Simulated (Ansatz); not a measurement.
# Al2FHSe: the cost of one run

Program: Ansatz 0.2.0. Level of theory: RKS BLYP-D4/def2-mTZVP. These are calculated values, not measurements.

**1. The starting structure**

Bond lengths: F1–Al2 1.848 Å, Al2–Al3 2.552 Å, Al2–Se4 2.373 Å, Al3–Se4 2.280 Å, Al3–H5 1.631 Å. Angles: F1–Al2–Al3 138.3°, F1–Al2–Se4 150.7°, Al3–Al2–Se4 55.0°, Al2–Al3–Se4 58.5°, Al2–Al3–H5 131.1°, Se4–Al3–H5 151.4°, Al2–Se4–Al3 66.5°.

As a file:

```xyz
5

F    -0.7265   -2.3679    1.3685
Al   -0.8741   -0.7110    0.5641
Al    0.6653    1.1253   -0.3128
Se   -1.3066    0.6308   -1.3451
H     2.2917    1.2492   -0.3161
```

**2. End point A**

The input, input.yaml:

```yaml
crystal:
  periodic: [false, false, false]
  atoms:
    - { symbol: F, position_ang: [-0.7265, -2.3679, 1.3685] }
    - { symbol: Al, position_ang: [-0.8741, -0.711, 0.5641] }
    - { symbol: Al, position_ang: [0.6653, 1.1253, -0.3128] }
    - { symbol: Se, position_ang: [-1.3066, 0.6308, -1.3451] }
    - { symbol: H, position_ang: [2.2917, 1.2492, -0.3161] }
basis:
  gaussian: { orbitals: def2-mTZVP }
hamiltonian:
  xc: blyp
  dispersion: d4
relax:
  f_tol: 0.02
  max_steps: 50
output:
  orbitals: {}
```

Command:

```
ansatz run input.yaml --threads 2 --pin off --max-ram 3072MiB --backend cpu --events-out ev --progress --plain --runs-dir out
```

**Question.** How long does this run take on 2 threads of Arm Neoverse V1, shared host, and how much memory does it need?

About 20 s, with a peak of 0.15 GiB.
